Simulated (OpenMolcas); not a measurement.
# Sb: RASSCF and RASPT2 terms and fine-structure levels

Wanted: the level scheme of Sb from active-space wave functions, then second-order correlation under several settings.

The numbers are computed with OpenMolcas 26.06 (state-averaged RASSCF and RASPT2, spin-orbit coupling by RASSI with atomic mean-field integrals), except any that are marked as measured or tabulated.

## Step 1: The atom as given

```
Species                           : Sb (antimony, Z = 51, 51 electrons)
Basis                             : ANO-RCC [10s9p8d5f3g], 139 functions
Scalar Hamiltonian                : DKH2, point nucleus
Inactive shells                   : 1s 2s 2p 3s 3p 3d 4s 4p 4d 5s
Active space                      : 3 electrons in 9 orbitals (RAS2 5p; RAS3 5d 6s, at most 1 electrons)
Some configurations of this space : 5s² 5p² 5d, 5s² 5p² 6s, 5s² 5p³
Orbitals                          : optimised for each spin and parity, averaged over the low roots
```

Outer shells as boxes (Hund's rule):

5s2 5p2 5d
```
5s [↑↓]
5p [↑ ][↑ ][  ]
5d [↑ ][  ][  ][  ][  ]
```

5s2 5p2 6s
```
5s [↑↓]
5p [↑ ][↑ ][  ]
6s [↑ ]
```

5s2 5p3
```
5s [↑↓]
5p [↑ ][↑ ][↑ ]
```

The work runs as a chain of OpenMolcas steps in one folder; each step below is one input file. Labels, J, g values, rates, χT and fits are worked out afterwards by a script from the matrices that RASSI stores.

## Step 2: Basis and integrals

a.inp

```
&GATEWAY
Coord
1

Sb 0.0 0.0 0.0
Basis=ANO-RCC
Group=XYZ
NoMove
AngMom=0.0 0.0 0.0
AMFI
&SEWARD
```

## Step 3: Reference wave functions, quartets of odd parity, 1 root

a.inp

```
&RASSCF
FileOrb=start.orb
Symmetry=2
Spin=4
nActEl=3 0 1
Inactive=15 9
Ras2=0 3
Ras3=6 0
CIRoot=1 1 1
SDav=1
CIMx=300
Iter=120 100
PrWF=0.3
OrbListing=Nothing
MaxOrb=0
Thrs=2.0e-7 1.0e-1 5.0e-4
Atom
>>> COPY $Project.JobIph JOB001
```

start.orb holds the contracted functions of the basis, ordered by shell, or the orbitals of the step before.

## Step 4: RASSCF: doublets of odd parity, 8 roots

a.inp

```
&RASSCF
FileOrb=start.orb
Symmetry=2
Spin=2
nActEl=3 0 1
Inactive=15 9
Ras2=0 3
Ras3=6 0
CIRoot=8 8 1
SDav=8
CIMx=300
Iter=120 100
PrWF=0.3
OrbListing=Nothing
MaxOrb=0
Thrs=2.0e-7 1.0e-1 5.0e-4
Atom
>>> COPY $Project.JobIph JOB002
```

## Step 5: Reference wave functions, quartets of even parity, 18 roots

a.inp

```
&RASSCF
FileOrb=start.orb
Symmetry=1
Spin=4
nActEl=3 0 1
Inactive=15 9
Ras2=0 3
Ras3=6 0
CIRoot=18 18 1
SDav=18
CIMx=300
Iter=120 100
PrWF=0.3
OrbListing=Nothing
MaxOrb=0
Thrs=2.0e-7 1.0e-1 5.0e-4
Atom
>>> COPY $Project.JobIph JOB003
```

## Step 6: RASSCF: doublets of even parity, 18 roots

a.inp

```
&RASSCF
FileOrb=start.orb
Symmetry=1
Spin=2
nActEl=3 0 1
Inactive=15 9
Ras2=0 3
Ras3=6 0
CIRoot=18 18 1
SDav=54
CIMx=300
Iter=120 100
PrWF=0.3
OrbListing=Nothing
MaxOrb=0
Thrs=2.0e-7 1.0e-1 5.0e-4
Atom
>>> COPY $Project.JobIph JOB004
```

## Step 7: RASSI: spin-orbit coupling between the states

a.inp

```
&RASSI
NrOfJobIphs=4 1 8 18 18
1
1 2 3 4 5 6 7 8
1 2 3 4 5 6 7 8 9 10 11 12 13 14 15 16 17 18
1 2 3 4 5 6 7 8 9 10 11 12 13 14 15 16 17 18
IphNames
JOB001
JOB002
JOB003
JOB004
EJob
SpinOrbit
DIPRint=1.0
SOCoupling=1000.0
Subsets=2
MEES
Property=10
'ANGMOM' 1 'ANGMOM' 2 'ANGMOM' 3 'MLTPL  1' 1 'MLTPL  1' 2 'MLTPL  1' 3
'AMFI' 1 'AMFI' 2 'AMFI' 3 'MLTPL  2' 6
SOProperty=3
'ANGMOM' 1 'ANGMOM' 2 'ANGMOM' 3
```

## Step 8: CASPT2: IPEA 0.25, imaginary shift 0.1 (closed shells correlated: 4d 5s)

a.inp

```
>>> COPY JOB001 $Project.JobIph
&CASPT2
Multistate=1 1
Frozen=9 9
IPEA=0.25
Imaginary=0.1
MaxIter=60
WThr=0.0 0.3 0.05
PrWF=0.5
NoMix
>>> COPY JOB002 $Project.JobIph
&CASPT2
Multistate=8 1 2 3 4 5 6 7 8
Frozen=9 9
IPEA=0.25
Imaginary=0.1
MaxIter=60
WThr=0.0 0.3 0.05
PrWF=0.5
NoMix
>>> COPY JOB003 $Project.JobIph
&CASPT2
Multistate=18 1 2 3 4 5 6 7 8 9 10 11 12 13 14 15 16 17 18
Frozen=9 9
IPEA=0.25
Imaginary=0.1
MaxIter=60
WThr=0.0 0.3 0.05
PrWF=0.5
NoMix
>>> COPY JOB004 $Project.JobIph
&CASPT2
Multistate=18 1 2 3 4 5 6 7 8 9 10 11 12 13 14 15 16 17 18
Frozen=9 9
IPEA=0.25
Imaginary=0.1
MaxIter=60
WThr=0.0 0.3 0.05
PrWF=0.5
NoMix
```

## Step 9: CASPT2: IPEA 0.25, imaginary shift 0.1 (closed shells correlated: 5s)

a.inp: that of step 8 with these lines changed.

```diff
@@ -3,3 +3,3 @@
 Multistate=1 1
-Frozen=9 9
+Frozen=14 9
 IPEA=0.25
@@ -13,3 +13,3 @@
 Multistate=8 1 2 3 4 5 6 7 8
-Frozen=9 9
+Frozen=14 9
 IPEA=0.25
@@ -23,3 +23,3 @@
 Multistate=18 1 2 3 4 5 6 7 8 9 10 11 12 13 14 15 16 17 18
-Frozen=9 9
+Frozen=14 9
 IPEA=0.25
@@ -33,3 +33,3 @@
 Multistate=18 1 2 3 4 5 6 7 8 9 10 11 12 13 14 15 16 17 18
-Frozen=9 9
+Frozen=14 9
 IPEA=0.25
```

(Steps that only read results are left out.)

What does the calculation give? Wanted: lowest level; first excited level; spin-orbit lowering of the lowest level; strongest of the lines computed, by gA, at RASSCF energies.

The runs gave:

| quantity | value |
| --- | --- |
| method | SS-RASPT2, IPEA 0.25, imaginary shift 0.1 (closed shells correlated: 4d 5s) |
| lowest level | 5s² 5p³ ⁴S°_3/2, 98 % of that term, g = 1.985 |
| ground level listed by NIST | 4S°3/2 |
| first excited level | 5s² 5p³ ²D°_3/2 at 9370 cm⁻¹ |
| spin-orbit lowering of the lowest level | 416 cm⁻¹ |
| strongest of the lines computed, by gA, at RASSCF energies | 5s² 5p² 6s ⁴P_5/2 → 5s² 5p³ ⁴S°_3/2, 205.9 nm, A = 2.38e+08 s⁻¹ |

Cost and accuracy by method:

```
                                              method  time of its own steps  time with the reference  mean absolute difference from the measured levels (cm-1)
                                           A. RASSCF                   41 s                     41 s                                                      2500
B. SS-RASPT2, IPEA 0.25, imaginary shift 0.1, +4d 5s                   70 s                  1.9 min                                                      1200
   C. SS-RASPT2, IPEA 0.25, imaginary shift 0.1, +5s                   51 s                     92 s                                                      1400
```

Times are of one thread on a shared host.

Second-order correlation (method B) scales the levels of the lowest configuration above 5000 cm⁻¹ by 0.75 to 0.89. Method B lies closest to the measured levels (1200 cm⁻¹ on average) and A farthest (2500). Only the configurations of the active space and the roots asked for are present. Not all states of the active space went into the spin-orbit step. CASPT2 does not keep the components of a term degenerate, and the means are used. With the s shell closed, the highest p terms come out too high. Only valence configurations of the active space appear, up to the ionisation limit; * or ° marks odd parity.
